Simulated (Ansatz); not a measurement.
# SiH8N2F6: the cost of one run

Program: Ansatz 0.2.0. Level of theory: DFT r2SCAN, scalar-relativistic, plane waves, PAW. These are calculated values, not measurements.

**1. The starting structure**

The structure is cubic, space group Fm-3m (No. 225). The conventional cell has a = 8.400 Å, b = 8.400 Å, c = 8.400 Å, α = 90.00°, β = 90.00°, γ = 90.00°. Si (site symmetry m-3m) is surrounded by 6 F at 1.69 Å. F (site symmetry 4mm) has 1 Si at 1.69 Å as nearest neighbours. Around N (site symmetry -43m) lie 4 H at 1.03 Å. H (site symmetry 3m) has 1 N at 1.03 Å as nearest neighbours.

Structure file:

```
CELL_PARAMETERS angstrom
0.00000 4.20000 4.20000
4.20000 0.00000 4.20000
4.20000 4.20000 0.00000
ATOMIC_POSITIONS crystal
Si 0.00000 0.00000 0.00000
F 0.79850 0.20150 0.20150
F 0.20150 0.79850 0.79850
F 0.20150 0.79850 0.20150
F 0.79850 0.20150 0.79850
F 0.20150 0.20150 0.79850
F 0.79850 0.79850 0.20150
N 0.25000 0.25000 0.25000
N 0.75000 0.75000 0.75000
H 0.32080 0.32080 0.32080
H 0.67920 0.67920 0.67920
H 0.03760 0.32080 0.32080
H 0.96240 0.67920 0.67920
H 0.32080 0.03760 0.32080
H 0.67920 0.96240 0.67920
H 0.32080 0.32080 0.03760
H 0.67920 0.67920 0.96240
```

**2. Relaxing cell and atoms: SiH8N2F6, no spin**

The input, input.yaml:

```yaml
crystal:
  lattice:
    - [0.0, 4.2, 4.2]
    - [4.2, 0.0, 4.2]
    - [4.2, 4.2, 0.0]
  atoms:
    - { symbol: Si, position: [0.0, 0.0, 0.0] }
    - { symbol: F, position: [0.7985, 0.2015, 0.2015] }
    - { symbol: F, position: [0.2015, 0.7985, 0.7985] }
    - { symbol: F, position: [0.2015, 0.7985, 0.2015] }
    - { symbol: F, position: [0.7985, 0.2015, 0.7985] }
    - { symbol: F, position: [0.2015, 0.2015, 0.7985] }
    - { symbol: F, position: [0.7985, 0.7985, 0.2015] }
    - { symbol: "N", position: [0.25, 0.25, 0.25] }
    - { symbol: "N", position: [0.75, 0.75, 0.75] }
    - { symbol: H, position: [0.3208, 0.3208, 0.3208] }
    - { symbol: H, position: [0.6792, 0.6792, 0.6792] }
    - { symbol: H, position: [0.0376, 0.3208, 0.3208] }
    - { symbol: H, position: [0.9624, 0.6792, 0.6792] }
    - { symbol: H, position: [0.3208, 0.0376, 0.3208] }
    - { symbol: H, position: [0.6792, 0.9624, 0.6792] }
    - { symbol: H, position: [0.3208, 0.3208, 0.0376] }
    - { symbol: H, position: [0.6792, 0.6792, 0.9624] }
scf:
  occupations: { method: fixed }
output:
  forces: true
  stress: true
  eigenvalues: true
  write_density: true
  write_potential: true
  elf: true
  volumetric_format: npy
kpoints:
  mp_grid: { grid: [6, 6, 6] }
hamiltonian:
  xc: r2scan
relax:
  f_tol: 0.003
  cell: { stress_tol: 0.1 }
```

Command:

```console
ansatz run input.yaml --threads 8 --pin off --max-ram 10240MiB --backend cpu --events-out ev --progress --plain --runs-dir out
```

**Question.** How long does this run take on 8 threads of Arm Neoverse N1, shared host, and how much memory does it need?

About 36 s, with a peak of 1.1 GiB.
